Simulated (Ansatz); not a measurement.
# GaNH3 (SMILES [NH2][GaH]) at UB3LYP/def2-TZVP

Aim: the electronic atomisation energy of GaNH3 at UB3LYP/def2-TZVP, from 4 runs. 

Program for the calculation: Ansatz 0.2.0.

55 further runs of the same task are left out: 55 set aside as unsound or not needed.

## 1. The structure to begin with

The species is GaNH3 (5 atoms), meant as a doublet with charge 0. SMILES: `[NH2][GaH]`. The coordinates come from a PBE0-D4/def2-TZVP relaxation. This is one conformer, not always the lowest.

Bond lengths: N1–Ga2 1.825 Å, N1–H3 1.008 Å, N1–H4 1.006 Å, Ga2–H5 1.594 Å. Angles: N1–Ga2–H5 116.9°, Ga2–N1–H3 123.8°, Ga2–N1–H4 124.3°, H3–N1–H4 111.9°.

## 2. The energy at UB3LYP/def2-TZVP

in.yaml reads:

```yaml
crystal:
  periodic: [false, false, false]
  atoms:
    - {symbol: "N", position_ang: [-0.211900, -0.684000, 0.064700]}
    - {symbol: Ga, position_ang: [0.815500, 0.782900, 0.417000]}
    - {symbol: H, position_ang: [-0.946800, -0.701300, -0.625100]}
    - {symbol: H, position_ang: [-0.115200, -1.569300, 0.532000]}
    - {symbol: H, position_ang: [0.508200, 2.097900, -0.430100]}
basis:
  gaussian:
    orbitals: def2-TZVP
magnetization:
  spin_polarized: true
  initial_magnetization: 1
hamiltonian:
  xc: {name: B3LYP}
accuracy: high
output:
  orbitals: {seedname: orbitals}
```

The run is started by

```bash
ansatz run in.yaml --threads 1 --pin off --max-ram 3480MiB --events-out events.jsonl --progress --plain --runs-dir runs
```

The log of the run:

```text
Warning: RAYON_NUM_THREADS=1 ignored (pool sized by the plan → 1); use --threads N
Functional definition: B3LYP
  name "B3LYP"
  parameter a0 = 0.2
  parameter ax = 0.72
  parameter ac = 0.81
  exchange = (1 - a0 - ax)*slater_x + ax*b88_x + a0*exact_x
  correlation = (1 - ac)*vwn_rpa_c + ac*lyp_c
1600 factors; integrals over basis functions are off by at most 4.6e-9 eV
mean field evaluation 1: about -53908.7169 eV, gradient 5.1e1 eV
mean field evaluation 2: about -53861.8627 eV, gradient 9.3e1 eV
mean field evaluation 4: about -53918.1950 eV, gradient 4.1e0 eV
mean field evaluation 8: about -53918.2562 eV, gradient 4.0e-1 eV
mean field evaluation 16: about -53918.2570 eV, gradient 2.8e-4 eV
mean field -53918.25697730 eV, -1981.4593968086 hartree, gradient 4.8e-8 eV, S^2 0.752874; 0 other end points of the search recorded, 0 dependent functions left out
reference -53918.25701088 eV, -1981.4593980424 hartree; 21, 20 occupied and 76, 77 virtual orbitals, 1600 factors
Total energy: -53918.25701088 eV, -1981.4593980424 hartree
```

It took 9.6 s on 1 thread of Arm Neoverse V1, shared host; peak memory 0.35 GiB.

## 3. The Ga atom, same level

job.yaml reads:

```yaml
crystal:
  periodic: [false, false, false]
  atoms:
    - symbol: Ga
      position_ang: [0.000000, 0.000000, 0.000000]
basis:
  gaussian: {orbitals: def2-TZVP}
magnetization: {spin_polarized: true, initial_magnetization: 1}
accuracy: high
hamiltonian: {xc: {name: B3LYP}}
```

Run the same way, it converges to -1924.86111 Eh (log not shown).

## 4. The H atom

run.yaml reads:

```yaml
basis:
  gaussian:
    orbitals: def2-TZVP
crystal:
  periodic: [false, false, false]
  atoms:
    - symbol: H
      position_ang: [0.000000, 0.000000, 0.000000]
magnetization:
  spin_polarized: true
  initial_magnetization: 1
hamiltonian:
  xc: {name: B3LYP}
accuracy: high
```

Run the same way, it converges to -0.50215 Eh (log not shown).

## 5. The N atom, same level

molecule.yaml reads:

```yaml
basis:
  gaussian: {orbitals: def2-TZVP}
crystal:
  periodic: [false, false, false]
  atoms:
    - {symbol: N, position_ang: [0.000000, 0.000000, 0.000000]}
magnetization: {spin_polarized: true, initial_magnetization: 3}
hamiltonian: {xc: {name: B3LYP}}
accuracy: high
```

The run is started by

```bash
ansatz run molecule.yaml --threads 1 --pin off --max-ram 3480MiB --events-out events.jsonl --progress --plain --runs-dir runs
```

The log of the run, shortened:

```text
Warning: RAYON_NUM_THREADS=1 ignored (pool sized by the plan → 1); use --threads N
[... 7 set-up lines as earlier in the session ...]
312 factors; integrals over basis functions are off by at most 3.3e-9 eV
mean field evaluation 1: about -1485.6507 eV, gradient 7.3e0 eV
mean field evaluation 2: about -1485.7577 eV, gradient 4.7e0 eV
mean field evaluation 4: about -1485.8498 eV, gradient 2.0e-1 eV
mean field evaluation 8: about -1485.8499 eV, gradient 3.7e-4 eV
mean field -1485.84990009 eV, -54.6039766830 hartree, gradient 9.4e-9 eV, S^2 3.753524; 0 other end points of the search recorded, 0 dependent functions left out
reference -1485.84991921 eV, -54.6039773857 hartree; 5, 2 occupied and 26, 29 virtual orbitals, 312 factors
Total energy: -1485.84991921 eV, -54.6039773857 hartree
```

Wall time 0.46 s (1 thread of Arm Neoverse V1, shared host).

## 6. Summary of results

Level: UB3LYP/def2-TZVP.

| quantity | value |
| --- | --- |
| molecule: total energy | -1981.45940 Eh |
| molecule: HOMO energy (highest over α and β) | -5.39 eV |
| molecule: LUMO energy (lowest over α and β) | -2.75 eV |
| molecule: ⟨S²⟩ | 0.753 |
| Ga atom: total energy | -1924.86111 Eh |
| Ga atom: ⟨S²⟩ | 0.752 |
| H atom: total energy | -0.50215 Eh |
| H atom: ⟨S²⟩ | 0.750 |
| N atom: total energy | -54.60398 Eh |
| N atom: ⟨S²⟩ | 3.754 |
| electronic atomisation energy | 13.275 eV |

What this shows: Taking the molecule apart into free atoms costs 13.27 eV (1281 kJ/mol), before zero-point energy and without spin-orbit coupling.
